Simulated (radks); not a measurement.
**The first electron to leave Mn⁹⁺**

Mn⁹⁺ stands in [Ne] 3s2 3p(1/2: 2, 3/2: 2). From which sub-shell is an electron easiest to take? Each removal is a run of its own. The parent's configuration is the lowest that an earlier search found at this level.

The numbers are computed with radks (a radial shooting solver on a logarithmic mesh, Libxc functionals) version 1 (Dirac Kohn-Sham, PBE, spin-unpolarised, spherical densities, finite nucleus), except any that are marked as measured or tabulated.

5 further runs of the same task are left out: 5 set aside as unsound or not needed.

## 1. What is computed

| Property | Result |
| --- | --- |
| element | manganese (Z = 25) |
| charge | +9 |
| electrons | 16 |
| configuration | [Ne] 3s2 3p(1/2: 2, 3/2: 2) |
| nuclear rms radius | 3.7057 fm |

A shell typed twice in an input gives the lower j, then the higher j.

## 2. The parent, Mn⁹⁺

The parent was computed earlier with the same settings: E = -1128.505518 hartree. Its outer levels (eV):

```
level  occupation  energy (eV)
1s1/2           2      -6646.8
2s1/2           2      -960.37
2p1/2           2      -854.32
2p3/2           4      -843.82
3s1/2           2      -271.02
3p1/2           2      -238.98
3p3/2           2      -237.22
```

## 3. Remove 3p3/2: [Ne] 3s2 3p(1/2: 2, 3/2: 1)

Input:

```text
Z 25
configuration [Ne] 3s2 3p2 3p1
relativity Dirac
functional pbe,pbe
spin unpolarised
j_filling energy
nucleus finite rms 3.7057 fm
c 137.035999084
```

## 4. Remove 3p1/2: [Ne] 3s2 3p(1/2: 1, 3/2: 2)

Settings, as their differences from step 3:

```diff
@@ -1,3 +1,3 @@
 Z 25
-configuration [Ne] 3s2 3p2 3p1
+configuration [Ne] 3s2 3p1 3p2
 relativity Dirac
```

## 5. Remove 3s1/2: [Ne] 3s1 3p(1/2: 2, 3/2: 2)

Settings, as their differences from step 4:

```diff
@@ -1,3 +1,3 @@
 Z 25
-configuration [Ne] 3s2 3p1 3p2
+configuration [Ne] 3s1 3p2 3p2
 relativity Dirac
```

## 6. Remove 2p3/2: [He] 2s2 2p(1/2: 2, 3/2: 3) 3s2 3p(1/2: 2, 3/2: 2)

Settings, as their differences from step 5:

```diff
@@ -1,3 +1,3 @@
 Z 25
-configuration [Ne] 3s1 3p2 3p2
+configuration [He] 2s2 2p2 2p3 3s2 3p2 3p2
 relativity Dirac
```

What does the calculation give? Wanted: for each run, case; final configuration; Δ-SCF; −ε of the level emptied.

The runs gave:

```
        case                                 final configuration  Δ-SCF (eV)  −ε of the level emptied (eV)
remove 3p3/2                         [Ne] 3s2 3p(1/2: 2, 3/2: 1)      251.49                        237.22
remove 3p1/2                         [Ne] 3s2 3p(1/2: 1, 3/2: 2)      253.34                        238.98
remove 3s1/2                         [Ne] 3s1 3p(1/2: 2, 3/2: 2)      285.40                        271.02
remove 2p3/2  [He] 2s2 2p(1/2: 2, 3/2: 3) 3s2 3p(1/2: 2, 3/2: 2)      884.34                        843.82
```

**Reading.** The 3p3/2 electron leaves first, at 251.49 eV; the next cheapest, 3p1/2, costs 253.34 eV. 3p3/2 is also the highest occupied level of the parent. NIST lists 248.6 eV (semi-empirical), between the same two configurations. Spin polarisation and multiplet splitting are left out, so open shells lie too high by an amount that depends on their filling.
